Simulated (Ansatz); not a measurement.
# C2HBCl2: the cost of one run

Program: Ansatz 0.2.0. Level of theory: RKS PBE-D4/cc-pVDZ. These are calculated values, not measurements.

## Step 1: The system as given

Bond lengths: C1–C2 1.176 Å, C2–B3 1.525 Å, B3–Cl4 1.841 Å, B3–Cl5 1.856 Å, C1–H6 1.092 Å. Angles: C1–C2–B3 177.9°, C2–C1–H6 173.3°, C2–B3–Cl4 122.1°, C2–B3–Cl5 120.6°, Cl4–B3–Cl5 117.3°.

Structure file:

```xyz
6

C    -1.0064    0.2599    1.3118
C    -0.3093    0.0798    0.3817
B     0.6151   -0.1984   -0.7987
Cl    0.8537   -1.8934   -1.4773
Cl    1.6019    1.1724   -1.5681
H    -1.7130    0.5157    2.1043
```

## Step 2: Relaxing the start

Contents of input.yaml:

```yaml
crystal:
  periodic: [false, false, false]
  atoms:
    - { symbol: C, position_ang: [-1.0064, 0.2599, 1.3118] }
    - { symbol: C, position_ang: [-0.3093, 0.0798, 0.3817] }
    - { symbol: B, position_ang: [0.6151, -0.1984, -0.7987] }
    - { symbol: Cl, position_ang: [0.8537, -1.8934, -1.4773] }
    - { symbol: Cl, position_ang: [1.6019, 1.1724, -1.5681] }
    - { symbol: H, position_ang: [-1.713, 0.5157, 2.1043] }
basis:
  gaussian: { orbitals: cc-pVDZ }
hamiltonian:
  xc: pbe
  dispersion: d4
relax:
  f_tol: 0.02
  max_steps: 40
scf:
  lower_state_search: "off"
output:
  orbitals: {}
```

The run is started by

```sh
ansatz run input.yaml --threads 1 --pin off --max-ram 2048MiB --backend cpu --events-out ev --progress --plain --runs-dir out
```

Q: Estimate wall time and peak memory on 1 thread of Arm Neoverse V2, shared host.

About 7.8 s, with a peak of 0.11 GiB.
